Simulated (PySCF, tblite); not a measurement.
**C₃H₁₄GeSSi₂: geometry, infrared bands and NMR shifts**

What infrared bands and NMR shifts should C₃H₁₄GeSSi₂ (`CC[Si@H](C)[S][GeH2][SiH3]`) show?

The runs use tblite 0.8.0 and PySCF 2.14.0, with density-fitted response routines of our own; the level of theory stands in each step. All values are computed, except where a source is named. Atoms are numbered from 0 throughout.

## (1) The molecule as given

21 atoms, charge 0, multiplicity 1; geometry from: force field or distance geometry start.

Bonds of the start (Å): C0–C1 1.51, C1–Si2 1.86, Si2–C3 1.89, Si2–S4 2.13, S4–Ge5 2.23, Ge5–Si6 2.31, C0–H7 1.11, C0–H8 1.12, C0–H9 1.11, C1–H10 1.11, C1–H11 1.10, Si2–H12 1.48, C3–H13 1.10, C3–H14 1.13, C3–H15 1.11, Ge5–H16 1.56, Ge5–H17 1.55, Si6–H18 1.47, Si6–H19 1.47, Si6–H20 1.47.

## (2) Relaxing the molecule with GFN2-xTB

What the job is given:

```
{"job": {"kind": "relax", "xc": "GFN2-xTB", "basis": "xTB"}, "charge": 0, "multiplicity": 1}
C     -3.533500    -0.645600     0.009300
C     -2.234600    -1.412000    -0.006900
Si    -0.770500    -0.348600     0.432300
C     -1.162100     1.465400     0.093700
S      1.006100    -0.868200    -0.620700
Ge     2.511700     0.673700    -0.066400
Si     4.625200    -0.248400     0.065100
H     -4.153200    -1.005100    -0.835600
H     -4.130000    -0.849700     0.935600
H     -3.362700     0.440500    -0.139200
H     -2.299400    -2.225800     0.746600
H     -2.105100    -1.835100    -1.011500
H     -0.520100    -0.497800     1.886800
H     -1.638800     1.611800    -0.886800
H     -1.908400     1.798500     0.871500
H     -0.236000     2.079400     0.154600
H      2.106800     1.230100     1.339100
H      2.497200     1.875200    -1.049300
H      4.596600    -1.721000     0.085300
H      5.413800     0.183200    -1.102300
H      5.287900     0.316400     1.253200
```

Command:

```console
> OMP_NUM_THREADS=1 python probes_run.py task.json out
```

This one command runs all jobs of the session in turn.

Output:

```text
step      E/eV     max force
  0    -604.80397    1.290
  1    -604.92372    0.622
  2    -604.97708    0.400
  3    -605.00403    0.424
  4    -605.03961    0.368
  5    -605.05934    0.294
  6    -605.07545    0.263
  7    -605.08633    0.239
  8    -605.09653    0.303
  9    -605.10540    0.269
 10    -605.11333    0.216
 11    -605.12002    0.209
 12    -605.12603    0.187
 13    -605.13179    0.220
 14    -605.13721    0.157
 15    -605.14237    0.172
 16    -605.14797    0.195
 17    -605.15392    0.214
 18    -605.15943    0.174
 19    -605.16456    0.164
 20    -605.16997    0.204
 21    -605.17625    0.247
 22    -605.18361    0.256
 23    -605.19122    0.184
 24    -605.19813    0.207
 25    -605.20486    0.230
 26    -605.21278    0.326
 27    -605.22022    0.287
 28    -605.22526    0.172
 29    -605.22856    0.128
 30    -605.23103    0.155
 31    -605.23354    0.161
 32    -605.23582    0.160
 33    -605.23803    0.135
 34    -605.24016    0.119
 35    -605.24352    0.158
 36    -605.24547    0.176
 37    -605.24901    0.202
 38    -605.25089    0.152
 39    -605.25252    0.090
 40    -605.25412    0.098
 41    -605.25599    0.101
 42    -605.25775    0.105
 43    -605.25913    0.094
 44    -605.26012    0.086
 45    -605.26088    0.067
 46    -605.26181    0.068
 47    -605.26266    0.077
 48    -605.26373    0.070
 49    -605.26463    0.056
 50    -605.26539    0.060
 51    -605.26609    0.074
 52    -605.26688    0.086
 53    -605.26769    0.070
 54    -605.26834    0.047
 55    -605.26875    0.044
 56    -605.26906    0.041
 57    -605.26940    0.046
 58    -605.26976    0.047
 59    -605.27011    0.043
 60    -605.27041    0.043
 61    -605.27065    0.039
 62    -605.27089    0.036
 63    -605.27119    0.049
 64    -605.27154    0.059
 65    -605.27194    0.050
 66    -605.27233    0.042
 67    -605.27273    0.040
 68    -605.27320    0.059
 69    -605.27377    0.072
 70    -605.27437    0.059
 71    -605.27485    0.053
 72    -605.27524    0.057
 73    -605.27569    0.059
 74    -605.27626    0.075
 75    -605.27687    0.058
 76    -605.27734    0.045
 77    -605.27768    0.044
 78    -605.27809    0.074
 79    -605.27870    0.101
 80    -605.27952    0.103
 81    -605.28021    0.076
 82    -605.28086    0.052
 83    -605.28132    0.055
 84    -605.28204    0.067
 85    -605.28248    0.062
 86    -605.28288    0.041
 87    -605.28312    0.039
 88    -605.28341    0.039
 89    -605.28378    0.065
 90    -605.28427    0.082
 91    -605.28476    0.074
 92    -605.28514    0.049
 93    -605.28537    0.041
 94    -605.28553    0.034
 95    -605.28566    0.034
 96    -605.28581    0.029
 97    -605.28596    0.028
 98    -605.28608    0.024
 99    -605.28616    0.020
100    -605.28623    0.020
101    -605.28630    0.025
102    -605.28638    0.023
103    -605.28645    0.020
104    -605.28651    0.018
105    -605.28657    0.015
106    -605.28663    0.016
107    -605.28668    0.016
108    -605.28674    0.015
109    -605.28680    0.017
110    -605.28686    0.017
111    -605.28691    0.012
112    -605.28695    0.014
113    -605.28699    0.016
114    -605.28703    0.016
115    -605.28707    0.013
116    -605.28709    0.009
```

It took 3.5 s on 1 thread of AMD EPYC 7R43, shared host; peak memory 0.18 GiB.

Step by step: (not every step is listed)

```csv
step,energy from step 0 (eV),largest force (eV/Å)
0,0.0000,1.2904
1,-0.1197,0.6221
2,-0.1731,0.4000
3,-0.2001,0.4240
4,-0.2356,0.3683
5,-0.2554,0.2935
6,-0.2715,0.2632
7,-0.2824,0.2393
8,-0.2926,0.3029
18,-0.3555,0.1745
28,-0.4213,0.1722
38,-0.4469,0.1518
48,-0.4598,0.0701
58,-0.4658,0.0470
68,-0.4692,0.0592
78,-0.4741,0.0741
88,-0.4794,0.0390
98,-0.4821,0.0241
108,-0.4828,0.0149
111,-0.4829,0.0119
112,-0.4830,0.0144
113,-0.4830,0.0156
114,-0.4831,0.0156
115,-0.4831,0.0133
116,-0.4831,0.0091
```

Close pairs (by a distance rule), those that changed most:

```csv
bond,before (Å),after (Å),change (Å)
C3–H14,1.128,1.085,-0.043
Ge5–Si6,2.310,2.352,+0.042
Ge5–H16,1.565,1.529,-0.035
C1–Si2,1.862,1.897,+0.035
C0–H8,1.120,1.087,-0.033
Si2–S4,2.130,2.162,+0.032
C3–H15,1.113,1.088,-0.025
Ge5–H17,1.552,1.528,-0.024
```

The final coordinates are the input of the step that follows.

## (3) Infrared spectrum with GFN2-xTB

What the job is given:

```
{"job": {"kind": "ir", "xc": "GFN2-xTB", "basis": "xTB"}, "charge": 0, "multiplicity": 1}
C     -3.596599    -0.830141     0.218077
C     -2.221624    -1.290533    -0.244332
Si    -0.832382    -0.180111     0.416758
C     -1.048107     1.629006    -0.120979
S      0.996030    -1.016251    -0.377746
Ge     2.473174     0.533350     0.230467
Si     4.672757    -0.277738     0.041624
H     -4.373540    -1.501373    -0.143429
H     -3.647430    -0.805721     1.303879
H     -3.813252     0.168682    -0.152487
H     -2.054234    -2.315299     0.088269
H     -2.196487    -1.314684    -1.334823
H     -0.728168    -0.264896     1.881381
H     -1.013996     1.727122    -1.203505
H     -1.996955     2.028971     0.222473
H     -0.255454     2.248274     0.292592
H      2.040790     1.008125     1.618550
H      2.157596     1.777711    -0.598137
H      4.688804    -1.738038     0.047909
H      5.272023     0.213812    -1.199670
H      5.468135     0.216677     1.167359
```

Output:

```text
mode    cm-1     km/mol
  1     -32.5      0.03
  2      27.7      1.56
  3      32.9      0.12
  4      51.5      1.01
  5      56.0      0.19
  6      93.7      0.63
  7     114.3      0.59
  8     127.9      0.87
  9     170.5      7.11
 10     179.8      3.13
 11     245.3      2.67
 12     279.2      1.01
 13     316.8     40.94
 14     344.0     44.94
 15     391.3     52.01
 16     461.8     21.35
 17     471.7      8.56
 18     489.5     84.40
 19     604.4     10.26
 20     611.1     51.98
 21     635.2    920.26
 22     646.6     80.10
 23     682.6     68.27
 24     726.5     22.82
 25     765.0    379.64
 26     774.1    135.99
 27     775.5    218.50
 28     775.9    187.69
 29     818.5    112.65
 30     829.5    114.19
 31     883.7    198.44
 32     978.0     12.66
 33    1020.5     13.82
 34    1082.0     17.48
 35    1233.8      2.32
 36    1287.6      7.13
 37    1361.5     19.44
 38    1419.9      0.58
 39    1468.4      1.67
 40    1473.6      2.08
 41    1476.8      1.91
 42    1513.5      1.10
 43    1515.6      3.91
 44    1747.3    350.17
 45    1819.4    554.97
 46    2180.5    256.06
 47    2247.3    216.71
 48    2257.0    305.86
 49    2285.0    249.87
 50    2974.3     27.18
 51    2990.9     34.78
 52    3018.4     34.60
 53    3020.2     36.62
 54    3023.5     10.83
 55    3033.3     53.26
 56    3040.1     14.81
 57    3044.7     38.19
```

Run time: 3.2 s. Hardware: 1 thread of AMD EPYC 7R43, shared host; peak memory 0.18 GiB.

Which atoms move in the most intense modes:

```csv
cm⁻¹,km/mol,atoms
635,920.3,"H12 32 %, H17 30 %, H16 25 %"
765,379.6,"H18 31 %, H19 25 %, H20 19 %"
776,218.5,"H20 22 %, H19 19 %, Si2 16 %, C3 13 %"
1747,350.2,"H16 56 %, H17 43 %"
1819,555.0,"H17 56 %, H16 42 %"
2180,256.1,H12 97 %
2257,305.9,H19 88 %
2285,249.9,H18 95 %
```

## (4) Nuclear shieldings: PBE0/pcSseg-1

Settings changed since step 3:

```diff
@@ -1,2 +1,2 @@
-{"job": {"kind": "ir", "xc": "GFN2-xTB", "basis": "xTB"}, "charge": 0, "multiplicity": 1}
+{"job": {"kind": "nmr", "xc": "PBE0", "basis": "pcSseg-1"}, "charge": 0, "multiplicity": 1}
 C     -3.596599    -0.830141     0.218077
```

With the program's defaults for keys left out, this is: GIAO PBE0/pcSseg-1 NMR shielding, non-relativistic, gas phase.

Output:

```text
coarse grid: 76704 points
cycle   1  E = -3175.8157585851  dE = -4.582e-01  |g| = 9.661e-01  |ddm| = 4.101e+00
cycle   2  E = -3175.7695171723  dE =  4.624e-02  |g| = 1.030e+00  |ddm| = 1.321e+00
cycle   3  E = -3175.9150972622  dE = -1.456e-01  |g| = 1.001e-01  |ddm| = 8.713e-01
cycle   4  E = -3175.9170626705  dE = -1.965e-03  |g| = 3.566e-02  |ddm| = 1.629e-01
cycle   5  E = -3175.9174475983  dE = -3.849e-04  |g| = 5.952e-03  |ddm| = 4.967e-02
cycle   6  E = -3175.9174563222  dE = -8.724e-06  |g| = 1.701e-03  |ddm| = 7.305e-03
final grid: 157472 points
cycle   7  E = -3175.9173487179  dE =  6.851e-08  |g| = 1.800e-03  |ddm| = 4.744e-03
cycle   8  E = -3175.9173483891  dE =  3.288e-07  |g| = 2.112e-03  |ddm| = 4.594e-03
cycle   9  E = -3175.9173496585  dE = -1.269e-06  |g| = 2.165e-04  |ddm| = 2.452e-03
cycle  10  E = -3175.9173496645  dE = -6.030e-09  |g| = 1.092e-05  |ddm| = 1.720e-04
cycle  11  E = -3175.9173496645  dE = -2.728e-11  |g| = 3.978e-06  |ddm| = 1.857e-05
converged SCF energy = -3175.9173496645

GIAO shielding tensors (ppm)
atom      isotropic    diamagn.    paramagn.     s11        s22        s33       span
  0 C      177.110     245.055     -67.945    171.099    171.852    188.378     17.279
  1 C      174.269     255.714     -81.445    166.250    170.429    186.126     19.876
  2 Si     343.052     882.759    -539.707    306.882    342.586    379.688     72.805
  3 C      189.791     257.529     -67.738    179.790    190.743    198.841     19.050
  4 S      810.327    1063.367    -253.039    754.867    766.057    910.059    155.192
  5 Ge    1518.454    2762.613   -1244.158   1425.584   1452.490   1677.288    251.704
  6 Si     453.998     879.341    -425.344    433.289    457.309    471.394     38.105
  7 H       30.283      26.212       4.071     24.820     27.414     38.616     13.796
  8 H       30.836      28.680       2.156     26.084     29.171     37.255     11.171
  9 H       30.819      29.375       1.445     25.344     30.719     36.395     11.051
 10 H       30.656      32.873      -2.217     24.893     30.862     36.214     11.321
 11 H       30.810      33.734      -2.924     25.737     31.004     35.690      9.952
 12 H       26.757      32.033      -5.276     22.734     25.893     31.643      8.909
 13 H       31.720      33.565      -1.845     27.884     29.238     38.038     10.155
 14 H       31.438      31.832      -0.394     26.035     29.169     39.110     13.074
 15 H       30.990      33.979      -2.989     24.837     31.398     36.736     11.899
 16 H       27.000      32.165      -5.165     19.668     24.051     37.282     17.613
 17 H       26.859      32.445      -5.585     18.912     24.108     37.558     18.647
 18 H       28.008      27.686       0.323     23.540     26.864     33.621     10.081
 19 H       27.916      27.421       0.495     23.787     25.712     34.249     10.462
 20 H       27.976      27.202       0.774     23.756     25.656     34.516     10.761
```

Run time: 59 s. Hardware: 1 thread of AMD EPYC 7R43, shared host; peak memory 1.1 GiB.

The references, computed at this level on geometries of the same kind, shield at (ppm): ¹H TMS 31.72, ¹³C TMS 186.9, ²⁹Si TMS 349.2, ³³S CS2 504, ⁷³Ge GeMe4 1331. Their shielding less the atom's gives the shift. The references are single molecules in the gas phase. Atoms listed in one row are averaged.

```csv
atoms,environment,σ (ppm),δ (ppm)
C1,sp3 CH2 bonded to Si,174.3,12.7
C0,methyl carbon,177.1,9.8
C3,methyl carbon bonded to Si,189.8,-2.9
H12,"hydrogen on a silicon bonded to 2 C, S",26.76,4.96
H17,"hydrogen on a germanium bonded to S, Si",26.86,4.86
H16,"hydrogen on a germanium bonded to S, Si",27.00,4.72
"H18, H19, H20",hydrogen on a silicon bonded to Ge,27.97,3.75
"H7, H8, H9",hydrogen on a methyl carbon,30.65,1.07
H10,hydrogen on an sp3 CH2 bonded to Si,30.66,1.06
H11,hydrogen on an sp3 CH2 bonded to Si,30.81,0.91
"H13, H14, H15",hydrogen on a methyl carbon bonded to Si,31.38,0.33
Si2,"silicon bonded to 2 C, S, H",343.1,6.1
Si6,"silicon bonded to Ge, 3 H",454.0,-104.8
S4,"sulfur bonded to Ge, Si",810,-307
Ge5,"germanium bonded to S, Si, 2 H",1518,-187
```

Charges from the same density, by scheme (e):

```csv
atoms,Mulliken,IAO,Hirshfeld,ESP fit
C0,-0.30,-0.41,-0.12,-0.33
C1,-0.57,-0.53,-0.16,0.06
Si2,0.75,0.85,0.34,0.47
C3,-0.63,-0.72,-0.21,-0.52
S4,-0.46,-0.44,-0.21,-0.45
Ge5,-0.17,0.29,0.22,0.22
Si6,0.43,0.34,0.24,0.29
```

Mayer bond orders: C0–C1 1.05, C1–Si2 0.92, Si2–C3 0.95, Si2–S4 0.92, S4–Ge5 1.01, Ge5–Si6 0.88.

## (5) Results

| quantity | value |
| --- | --- |
| strongest single infrared mode (GFN2-xTB) | 635 cm⁻¹, 920 km/mol |
| zero-point energy (GFN2-xTB) | 94.2 kcal/mol |
| ¹³C shifts against TMS (PBE0/pcSseg-1) | 12.7, 9.8, -2.9 ppm |
| ¹H shifts against TMS (PBE0/pcSseg-1, means over atoms taken as alike) | 4.96, 4.86, 4.72, 3.75, 1.07, 1.06, 0.91, 0.33 ppm |
| ²⁹Si shifts against TMS (PBE0/pcSseg-1) | 6.1, -104.8 ppm |
| ³³S shifts against CS2 (PBE0/pcSseg-1) | -307 ppm |
| ⁷³Ge shifts against GeMe4 (PBE0/pcSseg-1) | -187 ppm |

What this shows: Over 116 steps the energy fell by 0.483 eV; of the close pairs, C3–H14 changed most, 1.128 to 1.085 Å. The lowest mode is imaginary (32i cm⁻¹), so the xTB geometry is not a minimum. The strongest single mode, at 635 cm⁻¹, is spread over several atoms, H12, H17, H16 among them. Unscaled tight-binding wavenumbers are off by several per cent, some by more. Its intensities can rank the bands wrongly. At PBE0/pcSseg-1: Shielding is most anisotropic at Ge5 (span 252 ppm, paramagnetic term -1244 ppm). Spin-orbit coupling is left out, which matters for shieldings and couplings at and beside the heavy atoms.
